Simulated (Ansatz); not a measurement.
**PtSe2 (P-3m1): equation of state**

One table from this session's results is given with a row withheld; the runs are named, their logs left out.

The COD entry's cell or inner coordinates are ideal or old and differ from later refinements, so a difference from it is no clean test against experiment.

Computed with Ansatz 0.2.0 (DFT PBE, scalar-relativistic, plane waves, PAW, unless a step's input says otherwise).

The runs add the D3(BJ) dispersion term to the functional named.

## The structure to begin with

The structure is trigonal, space group P-3m1 (No. 164). Conventional cell: a = 3.772 Å, b = 3.772 Å, c = 4.821 Å, α = 90.00°, β = 90.00°, γ = 120.00°. Pt (site symmetry -3m) is surrounded by 6 Se at 2.53 Å. Around Se (site symmetry 3m) lie 3 Pt at 2.53 Å.

Structure file:

```cif
data_structure
_symmetry_space_group_name_H-M 'P-3m1'
_symmetry_Int_Tables_number 164
_cell_length_a 3.7722
_cell_length_b 3.7722
_cell_length_c 4.8212
_cell_angle_alpha 90.000
_cell_angle_beta 90.000
_cell_angle_gamma 120.000
_cell_volume 59.41
loop_
_atom_site_label
_atom_site_type_symbol
_atom_site_symmetry_multiplicity
_atom_site_Wyckoff_symbol
_atom_site_fract_x
_atom_site_fract_y
_atom_site_fract_z
_atom_site_occupancy
Pt1 Pt 1 a 0.00000 0.00000 0.00000 1
Se1 Se 2 d 0.33333 0.66667 0.26538 1
```

An earlier run at PBE left this cell at 19.803 Å³/atom and 0.00 GPa (10×10×8 mesh).

Volume factors to run: 0.980, 1.020, 0.960, 1.040.

The first run:

input.yaml

```yaml
crystal:
  lattice:
    - [3.7468342209, 0.0, 0.0]
    - [-1.8734171105, 3.2448536191, 0.0]
    - [0.0, 0.0, 4.7888264907]
  atoms:
    - { symbol: Pt, position: [0.0, 0.0, 0.0] }
    - { symbol: Se, position: [0.3333333333, 0.6666666667, 0.2653814772] }
    - { symbol: Se, position: [0.6666666667, 0.3333333333, 0.7346185228] }
basis:
  ecutwfc: 420
  ecutrho_ratio: 4
kpoints:
  mp_grid: { grid: [10, 10, 8] }
hamiltonian:
  xc: pbe
  dispersion: d3bj
scf:
  occupations: { method: gaussian, width: 0.05 }
output:
  forces: true
  stress: true
  eigenvalues: true
relax:
  f_tol: 0.01
  max_steps: 40
  cell: { stress_tol: 0.1, fix: [volume] }
```

Launch:

```sh
> ansatz run input.yaml --threads 2 --pin off --max-ram 5120MiB --backend cpu --events-out ev --progress --plain --runs-dir out
```

Among the steps run: Volume × 0.980; At 1.020 of the relaxed volume; At 0.960 of the relaxed volume; Scaling the volume by 1.040.

One of the session's tables, all rows but one given; the rest of the session is left out.

It belongs to the step «The fit». 

```
volume (Å³/atom)  energy (meV/atom)  pressure (GPa)
          19.011               6.32            2.82
          19.407               1.44            1.23
          19.803               0.00            0.00
          20.200                  ?               ?
          20.596               4.91           -1.86
```

**Question.** Estimate the row for volume (Å³/atom) = 20.200.

Worked estimate for «energy (meV/atom)». A straight line through the neighbours (19.803, 0.00) and (20.596, 4.91) gives 0.00 + (4.91 − 0.00) × (20.200 − 19.803) / (20.596 − 19.803) = 2.46; a parabola fitted to 3 rows on both sides gives 1.16.

As computed: energy (meV/atom): 1.33; pressure (GPa): -1.09. In «energy (meV/atom)» the line misses by +1.13 and the parabola by -0.17.
